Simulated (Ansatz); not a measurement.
## C2H8NSi, SMILES CN(C)[SiH2]: a ladder of methods at one geometry, step by step

Program: Ansatz 0.2.0, Python API.

Run as a notebook:

In [1]:
```python
from pathlib import Path

import ansatz as az
import numpy as np
```

In [2]:
```python
geometry_ang = [
    ("C", (-0.4752, 1.1526, -0.6125)),
    ("N", (-0.3623, 0.0269, 0.2507)),
    ("C", (1.0017, -0.0084, 0.705)),
    ("Si", (-1.1355, -1.428, -0.0799)),
    ("H", (0.0135, 1.0618, -1.5904)),
    ("H", (-0.1576, 2.1272, -0.1426)),
    ("H", (-1.5547, 1.381, -0.8468)),
    ("H", (1.3775, 0.972, 1.1351)),
    ("H", (1.7289, -0.2478, -0.0518)),
    ("H", (1.1674, -0.7443, 1.5455)),
    ("H", (-0.6568, -1.975, -1.3159)),
    ("H", (-0.8699, -2.3733, 1.0376)),
]
c2h8nsi = az.Crystal.molecule()
for symbol, xyz in geometry_ang:
    c2h8nsi = c2h8nsi.atom(symbol, xyz)
```

In [3]:
```python
calculation = c2h8nsi.calculation().basis(gaussian="def2-SVP").spin("collinear", total=1)
```

In [4]:
```python
print("functional    E (Ha)        dipole (D)   HOMO (eV)  LUMO (eV)")
for name in ["r2scan0", "hf", "revpbe", "pbe0", "lda"]:
    summary = calculation.functional(name).forces().orbitals().run(threads=1, runs_dir="runs").report
    lines = Path(summary["orbitals_path"]).read_text().splitlines()
    field_of = lambda key: [line.split("=")[1].strip() for line in lines if line.startswith(key)]
    orbitals = [(27.211386 * float(e), s, float(n)) for e, s, n in zip(field_of("Ene="), field_of("Spin="), field_of("Occup="))]
    homo = max(e for e, _, n in orbitals if n > 0.5)
    lumo = min(e for e, _, n in orbitals if n < 0.5)
    dipole = 4.803205 * np.linalg.norm(summary["charge_distribution"]["dipole_moment_e_ang"])
    print(f"{name:10s} {summary['free_energy_ev'] / 27.211386246:14.6f} {dipole:9.3f} {homo:11.3f} {lumo:10.3f}")
```
```text
functional    E (Ha)        dipole (D)   HOMO (eV)  LUMO (eV)
r2scan0       -424.887038     1.064      -5.952     -1.715
hf            -423.528867     0.950      -8.648      1.882
revpbe        -424.906000     1.131      -4.513     -2.757
pbe0          -424.726900     1.090      -5.702     -1.981
lda           -422.617835     1.297      -4.454     -3.299
```

What to keep in mind:
- Total energies depend on the basis set; only differences at equal settings carry meaning.
- The geometry is a force-field or estimated start, not a minimum of this method, and the basis set is short of its limit. A lower total doesn't mark the better method: functionals have no common bound, and MP2 and coupled cluster aren't variational.
- The run takes the species as open-shell (spin multiplicity 2), which needn't be its ground state.
- Levels such as HOMO and LUMO are orbital energies: with these approximate functionals they aren't the ionisation energy and electron affinity, and their gap isn't the fundamental gap.
- Timing: 34 s on 1 thread of Arm Neoverse V1, with other jobs on the host, peak memory 0.38 GiB.
